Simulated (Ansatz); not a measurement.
**GeH (doublet): from Hartree-Fock to the top rungs at distance Ge1–H2 = 1.312 Å, cc-pVQZ**

How much of the correlation energy of GeH (doublet) does each wave-function method recover here?

Program: Ansatz 0.2.0, Gaussian basis. Level of theory: cc-pVQZ, core rule «outside noble gas», up to 14 orbitals frozen. These are calculated values, not measurements.

Plan: UHF; CCSD(T) on ROHF; CCSD(T) on UHF; BCCD(T) on ROHF; CCSDT(Q) on ROHF; CCSDT(Q) on UHF; CASSCF and MRCISD+Q, 3 electrons in 3 orbitals; CASSCF and NEVPT2, 3 electrons in 3 orbitals; CASSCF and MRCISD+Q, 5 electrons in 5 orbitals; CASSCF and NEVPT4(SD), 5 electrons in 5 orbitals; CASSCF and NEVPT2, 5 electrons in 5 orbitals.

10 further runs of the same task are left out: 1 for a known fault of the program, 9 that didn't finish. Runs told in other sessions of the task aren't counted.

**1. The system**

The geometry derives from a PBE0/def2-TZVP stationary point (not a proven minimum). One bond is set to the value named and the two fragments are kept rigid. No spin-orbit coupling is included. The filled d shell of Ge may be among the frozen orbitals whatever the setting's name suggests.

2 atoms, charge 0, spin multiplicity 2.

Atoms are counted from 1 here; the program's logs count them from 0.

Bond lengths: Ge1–H2 1.312 Å.

**2. UHF**

The input, in.yaml:

```yaml
crystal:
  periodic: [false, false, false]
  atoms:
    - {symbol: Ge, position_ang: [0.000000, 0.000000, 0.000000]}
    - {symbol: H, position_ang: [0.000000, 0.000000, 1.312000]}
basis:
  gaussian: {orbitals: cc-pVQZ}
magnetization: {spin_polarized: true, initial_magnetization: 1}
hamiltonian: {xc: hf}
output: {orbitals: {seedname: orbitals}}
```

Command:

```bash
$ ansatz run in.yaml --threads 1 --pin off --events-out ev --progress --plain --max-ram 4096MiB --backend cpu
```

The runs that follow: CCSD(T) on ROHF; CCSD(T) on UHF; BCCD(T) on ROHF; CCSDT(Q) on ROHF; CCSDT(Q) on UHF; CASSCF and MRCISD+Q, 3 electrons in 3 orbitals; CASSCF and NEVPT2, 3 electrons in 3 orbitals; CASSCF and MRCISD+Q, 5 electrons in 5 orbitals; CASSCF and NEVPT4(SD), 5 electrons in 5 orbitals; CASSCF and NEVPT2, 5 electrons in 5 orbitals.

Q: Predict the results of all the runs planned. Wanted: UCCSDT(Q) from the RHF energy; RMP2 from UCCSDT(Q); UMP2 from UCCSDT(Q); RCCSD from UCCSDT(Q); RCCSD(T) from UCCSDT(Q); UCCSD(T) from UCCSDT(Q); RCCSDT(Q) from UCCSDT(Q); NEVPT2 pair from UCCSDT(Q); MRCISD+Q pair from UCCSDT(Q).

**Answer**, as computed:

```
                         quantity                                                                                    value
    UCCSDT(Q) from the ROHF energy                                                                               -2.8790 eV
              RMP2 from UCCSDT(Q)                                                                               +575.6 meV
              UMP2 from UCCSDT(Q)                                                                               +590.9 meV
             RCCSD from UCCSDT(Q)                                                                                +94.6 meV
          RCCSD(T) from UCCSDT(Q)                                                                                +20.1 meV
          UCCSD(T) from UCCSDT(Q)                                                                                +16.5 meV
         RCCSDT(Q) from UCCSDT(Q)                                                                                 +3.9 meV
       NEVPT2 pair from UCCSDT(Q)                                                                               +505.0 meV
     MRCISD+Q pair from UCCSDT(Q)                                                                                 +2.9 meV
    NEVPT2 valence from UCCSDT(Q)                                                                               +538.7 meV
levels within 1 kcal/mol (43 meV)  RCCSD(T), UCCSD(T), BCCD(T), RCCSDT, UCCSDT, RCCSDT(Q), MRCISD+Q pair, MRCISD+Q valence
                    T1 diagnostic                                                                                    0.020
   effectively unpaired electrons                                                                                     1.03
```

In words: RCCSD(T) misses by +20.1 meV, 0.7 % of the correlation energy. One determinant dominates. Of the multireference levels listed MRCISD+Q valence comes nearest in total energy (0.0 meV), which doesn't show that its space is the better one. These misses are within one basis, not against nature; the frozen cores of restricted and unrestricted runs differ, which can shift their rows.
